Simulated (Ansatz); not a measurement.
# BGeN: the cost of one run

The runs use Ansatz 0.2.0, Gaussian basis; cc-pVTZ, core rule «outside noble gas», up to 16 orbitals frozen.

The runs, in order: UHF; CCSD(T) on ROHF; CCSD(T) on UHF; BCCD(T) on ROHF; CCSDT(Q) on ROHF; CCSDT(Q) on UHF; CASSCF and NEVPT2, 11 electrons in 12 orbitals.

7 further runs of the same task are left out: 3 for a known fault of the program, 4 set aside as unsound or not needed. Runs told in other sessions of the task aren't counted.

### Step 1. The system

The geometry is a PBE0/def2-TZVP stationary point (not a proven minimum) of the parent state, kept for this charge and spin. No spin-orbit coupling is included. The filled d shell of Ge may be among the frozen orbitals whatever the setting's name suggests.

3 atoms, charge 1, spin multiplicity 2.

Atoms are counted from 1 here; the program's logs count them from 0.

Bond lengths: B1–Ge2 1.905 Å, Ge2–N3 1.682 Å. Angles: B1–Ge2–N3 180.0°.

### Step 2. UHF

in.yaml reads:

```yaml
crystal:
  periodic: [false, false, false]
  atoms:
    - {symbol: B, position_ang: [0.000000, 0.000000, 1.831000]}
    - {symbol: Ge, position_ang: [0.000000, 0.000000, -0.074500]}
    - {symbol: N, position_ang: [0.000000, 0.000000, -1.756500]}
basis:
  gaussian: {orbitals: cc-pVTZ}
total_charge: 1
magnetization: {spin_polarized: true, initial_magnetization: 1}
hamiltonian: {xc: hf}
output: {orbitals: {seedname: orbitals}}
```

Run with:

```console
ansatz run in.yaml --threads 1 --pin off --events-out ev --progress --plain --max-ram 4096MiB --backend cpu
```

What time and memory should one allow on 1 thread of AMD EPYC 7R13, shared host?

About 23 s, with a peak of 0.34 GiB.
